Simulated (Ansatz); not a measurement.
C2H6LiN, SMILES [Li][N](C)C, a ladder of methods at one geometry

With Ansatz's Python interface.

Contents of `c2h6lin.xyz`:
```text
10

Li   -2.09740   -0.52860   -0.55420
N    -0.19940   -0.42250   -0.55370
C     0.14910    0.98710   -0.70060
C     0.30940   -0.92810    0.73960
H    -0.16340    1.35210   -1.68940
H    -0.29890    1.61280    0.10610
H     1.31330    1.10070   -0.63550
H    -0.03350   -1.98440    0.81890
H    -0.24000   -0.35500    1.61270
H     1.34390   -0.88520    0.85910
```

Notebook, run cell by cell (the value of a cell's last expression is shown):

In [1]:
```python
from pathlib import Path

import ansatz as az
import numpy as np
```

In [2]:
```python
params = {
    'basis_set': 'def2-SVP',
}
```

In [3]:
```python
system = az.Crystal.molecule_from_extxyz('c2h6lin.xyz')
```

In [4]:
```python
model = system.calculation().basis(gaussian=params['basis_set'])
```

In [5]:
```python
print('functional    E (Ha)        dipole (D)   HOMO (eV)  LUMO (eV)')
for name in ['r2scan0', 'hse06', 'pbe', 'lc_wpbe', 'b3lyp', 'blyp']:
    rep = model.functional(name).forces().orbitals().run(threads=1, runs_dir='runs').report
    lines = Path(rep['orbitals_path']).read_text().splitlines()
    field_of = lambda key: [line.split('=')[1].strip() for line in lines if line.startswith(key)]
    orbitals = [(27.211386 * float(e), s, float(n)) for e, s, n in zip(field_of('Ene='), field_of('Spin='), field_of('Occup='))]
    homo = max(e for e, _, n in orbitals if n > 0.5)
    lumo = min(e for e, _, n in orbitals if n < 0.5)
    dipole = 4.803205 * np.linalg.norm(rep['charge_distribution']['dipole_moment_e_ang'])
    print(f'{name:10s} {rep["free_energy_ev"] / 27.211386246:14.6f} {dipole:9.3f} {homo:11.3f} {lumo:10.3f}')
```
```text
functional    E (Ha)        dipole (D)   HOMO (eV)  LUMO (eV)
r2scan0       -141.836480     6.581      -3.822     -0.779
hse06         -141.751246     6.428      -3.306     -1.498
pbe           -141.737956     6.086      -2.531     -1.781
lc_wpbe       -141.848068     6.501      -6.332     -0.032
b3lyp         -141.953852     6.307      -3.528     -1.459
blyp          -141.867603     5.889      -2.485     -1.810
```

Notes:
- Total energies depend on the basis set; only differences at equal settings carry meaning.
- The geometry is a force-field or estimated start, not a minimum of this method, and the basis set is short of its limit. A lower total doesn't mark the better method: functionals have no common bound, and MP2 and coupled cluster aren't variational.
- b3lyp holds the VWN-RPA fit, as in Gaussian; the form of ORCA and Turbomole is b3lyp5.
- Levels such as HOMO and LUMO are orbital energies: with these approximate functionals they aren't the ionisation energy and electron affinity, and their gap isn't the fundamental gap.
- hse06 follows the composition of plane-wave codes, whose totals differ by tens of mHa, up to about 0.1 Ha, from the form usual in Gaussian-basis programs (wpbeh).
- The whole script took 16 s on 1 thread of Intel(R) Xeon(R) Platinum 8488C (Sapphire Rapids), with other jobs on the host, peak memory 0.25 GiB.

(Lines on the test bed's own set-up are left out of the output.)
